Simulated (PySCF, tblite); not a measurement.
**C₃H₈BN₃O: geometry, infrared bands and NMR shifts**

Wanted: the infrared bands and NMR shifts of C₃H₈BN₃O (`[H]/N=C\CN(BN)C=O`), by calculation.

Computed with tblite 0.8.0 and PySCF 2.14.0, with density-fitted response routines of our own, on a single molecule in the gas phase. Atoms are numbered from 0 throughout.

### Step 1. The molecule as given

16 atoms, charge 0, multiplicity 1; geometry from: force field or distance geometry start.

Bonds of the start (Å): N0–C1 1.29, C1–C2 1.51, C2–N3 1.48, N3–B4 1.53, B4–N5 1.52, N3–C6 1.43, C6–O7 1.26, N0–H8 1.03, C1–H9 1.07, C2–H10 1.10, C2–H11 1.12, B4–H12 1.18, N5–H13 1.05, N5–H14 1.04, C6–H15 1.07.

### Step 2. Relaxing the molecule with GFN2-xTB

The job: settings as JSON, then the geometry in Å.

```
{"job": {"kind": "relax", "xc": "GFN2-xTB", "basis": "xTB"}, "charge": 0, "multiplicity": 1}
N     -2.335000    -1.428200     1.186100
C     -1.601900    -0.764600     0.364300
C     -0.463800     0.087000     0.884600
N      0.225800     0.741900    -0.246500
B      1.382200     0.019700    -0.944400
N      1.838000    -1.362900    -0.512200
C     -0.230600     1.990700    -0.774500
O     -1.229300     2.574700    -0.276600
H     -2.190900    -1.385800     2.207400
H     -1.790700    -0.843500    -0.688100
H      0.226600    -0.533700     1.474200
H     -0.884900     0.856600     1.573800
H      1.873500     0.519300    -1.894800
H      2.321000    -1.246500     0.411400
H      2.574200    -1.665700    -1.181700
H      0.278300     2.449700    -1.594300
```

The run is started by

```bash
$ OMP_NUM_THREADS=1 python probes_run.py task.json out
```

The driver reads the jobs from task.json and runs them one after another.

**Question.** This job is followed by: GFN2-xTB harmonic vibrations, gas phase; GIAO PBE0/pcSseg-1 NMR shielding, non-relativistic, gas phase. What will the session give for the following? strongest single infrared mode (GFN2-xTB); zero-point energy (GFN2-xTB); ¹³C shifts against TMS (PBE0/pcSseg-1); ¹H shifts against TMS (PBE0/pcSseg-1, means over atoms taken as alike); ¹⁵N shifts against NH3 (PBE0/pcSseg-1); ¹¹B shifts against BF3·OEt2 (PBE0/pcSseg-1); ¹⁷O shifts against H2O (PBE0/pcSseg-1).

**Answer**, as computed:

| quantity | value |
| --- | --- |
| strongest single infrared mode (GFN2-xTB) | 1744 cm⁻¹, 642 km/mol |
| zero-point energy (GFN2-xTB) | 77.1 kcal/mol |
| ¹³C shifts against TMS (PBE0/pcSseg-1) | 181.9, 170.6, 49.0 ppm |
| ¹H shifts against TMS (PBE0/pcSseg-1, means over atoms taken as alike) | 11.04, 8.52, 7.69, 4.52, 4.36, 3.54 ppm |
| ¹⁵N shifts against NH3 (PBE0/pcSseg-1) | 358.4, 170.3, 91.8 ppm |
| ¹¹B shifts against BF3·OEt2 (PBE0/pcSseg-1) | 26.8 ppm |
| ¹⁷O shifts against H2O (PBE0/pcSseg-1) | 459.6 ppm |

**Reading.** Over 139 steps the energy fell by 1.424 eV; of the close pairs, B4–N5 changed most, 1.519 to 1.384 Å. No mode is imaginary among the 42: a minimum at this level. The strongest single mode, at 1744 cm⁻¹, moves mainly C6 and O7. Unscaled tight-binding wavenumbers are off by several per cent, some by more. Its intensities can rank the bands wrongly. At PBE0/pcSseg-1: Shielding is most anisotropic at O7 (span 816 ppm, paramagnetic term -524 ppm).
